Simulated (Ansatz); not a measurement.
# BGeH3 (quintet): from Hartree-Fock to the top rungs, cc-pVDZ

The task here is to estimate one member of a computed series from the others.

Computed with Ansatz 0.2.0, Gaussian basis. Level: cc-pVDZ, core rule «outside noble gas», up to 15 orbitals frozen.

To be run: UHF; CCSD(T) on ROHF; CCSD(T) on UHF; BCCD(T) on ROHF; CISD; CCSDT(Q) on ROHF; CCSDT(Q) on UHF.

25 further runs of the same task are left out: 2 for a known fault of the program, 7 that didn't finish, 16 set aside as unsound or not needed.

**What is computed**

The geometry is a PBE0/def2-TZVP stationary point (not a proven minimum) of the parent state, kept for this charge and spin. No spin-orbit coupling is included. The filled d shell of Ge may be among the frozen orbitals whatever the setting's name suggests; the logs give the count.

5 atoms, charge 0, spin multiplicity 5.

Atoms are counted from 1 here; the program's logs count them from 0.

Bond lengths: Ge1–B2 1.947 Å, Ge1–H3 1.543 Å, Ge1–H4 1.534 Å, B2–H5 1.189 Å. Angles: B2–Ge1–H3 128.4°, B2–Ge1–H4 122.3°, H3–Ge1–H4 109.4°, Ge1–B2–H5 134.1°.

As a file:

```
atom   x (Å)    y (Å)    z (Å)
 Ge1  0.0000   0.0153   0.2548
  B2  0.0000  -0.1694  -1.6836
  H3  0.0000   1.3104   1.0937
  H4  0.0000  -1.1983   1.1926
  H5  0.0000   0.6029  -2.5878
```

The first run:

in.yaml

```yaml
crystal:
  periodic: [false, false, false]
  atoms:
    - {symbol: Ge, position_ang: [0.000000, 0.015295, 0.254755]}
    - {symbol: B, position_ang: [0.000000, -0.169422, -1.683611]}
    - {symbol: H, position_ang: [0.000000, 1.310352, 1.093730]}
    - {symbol: H, position_ang: [0.000000, -1.198297, 1.192594]}
    - {symbol: H, position_ang: [0.000000, 0.602851, -2.587791]}
basis:
  gaussian: {orbitals: cc-pVDZ}
magnetization: {spin_polarized: true, initial_magnetization: 4}
hamiltonian: {xc: hf}
output: {orbitals: {seedname: orbitals}}
```

On the command line:

```bash
$ ansatz run in.yaml --threads 1 --pin off --events-out ev --progress --plain --max-ram 2393MiB
```

Among the steps run: UHF; CCSD(T) on ROHF; CCSD(T) on UHF; BCCD(T) on ROHF; CISD; CCSDT(Q) on ROHF; CCSDT(Q) on UHF.

One of the session's tables, all rows but one given; the rest of the session is left out.

```
   method  from UCCSDT(Q) (meV)
     ROHF               +4938.3
      UHF               +4848.6
     RMP2               +1226.5
     UMP2               +1221.7
     CISD                +461.7
    RCCSD                +185.0
    UCCSD                +175.8
 RCCSD(T)                 +49.8
 UCCSD(T)                 +41.4
  BCCD(T)                 +49.6
   RCCSDT                 +13.9
   UCCSDT                  +5.5
RCCSDT(Q)                     ?
UCCSDT(Q)                     0
```

Estimate the missing values for RCCSDT(Q).

As computed: from UCCSDT(Q) (meV): +8.9. In the column «from UCCSDT(Q) (meV)» it lies between UCCSDT (+5.5) and RCCSDT (+13.9).

Caveats from the session: Restricted and unrestricted rows rest on different reference determinants; where their highest levels disagree by more than a few hundredths of an eV, they describe different states and don't form one ladder.
